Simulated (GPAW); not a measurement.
Crystal: HfIn4SiO6.

```
Hf In Si O
1.0
     5.69867    0.00381    0.01559
    -0.70506    6.10815   -0.00575
    -2.73718   -1.39557    6.63076
Hf In Si O
1 4 1 6
Direct
  0.11793 0.01556 0.13292
  0.38842 0.99901 0.72891
  0.75865 0.00842 0.49586
  0.23461 0.48841 0.53300
  0.59649 0.48211 0.20528
  0.86778 0.44029 0.85544
  0.55316 0.38738 0.79290
  0.93454 0.38483 0.65596
  0.98414 0.26218 0.00347
  0.99083 0.69806 0.98452
  0.08665 0.06493 0.39374
  0.48680 0.10883 0.21799
```

The cell was built by a generator and needn't be a form met in nature.

Base run:

```yaml
Program: GPAW 26.7.0
Functional: LDA
Potentials_or_basis: the program's PAW data sets (release 1.2.1) made for this functional
Cutoff: 800 eV
Basis: pw
k_mesh: 4 × 3 × 3
Occupations: fermi-dirac, width 0.05 eV
Spin: no spin polarisation
```

Its results: band gap on the k mesh 0.86 eV, indirect (least direct gap 1.16 eV); pressure -5.5 GPa; largest force 0.535 eV/Å.

Question: After a change of settings the same cell gave: band gap on the k mesh 0.83 eV, indirect (least direct gap 1.12 eV); pressure -2.6 GPa; largest force 0.420 eV/Å. Which change was it?
A. functional from LDA to r2SCAN; potentials or basis from the program's PAW data sets (release 1.2.1) made for this functional to GPAW PAW data sets (gpaw-data 1.2.1)
B. functional from LDA to PBEsol; potentials or basis from the program's PAW data sets (release 1.2.1) made for this functional to PAW data sets generated in the run's folder for this functional
C. functional from LDA to PBE; potentials or basis from the program's PAW data sets (release 1.2.1) made for this functional to GPAW PAW data sets (gpaw-data 1.2.1)

Answer: B.

Caveats: spin-orbit coupling is left out, which moves the levels of the heavy elements.

Not every run made on this cell is shown here.
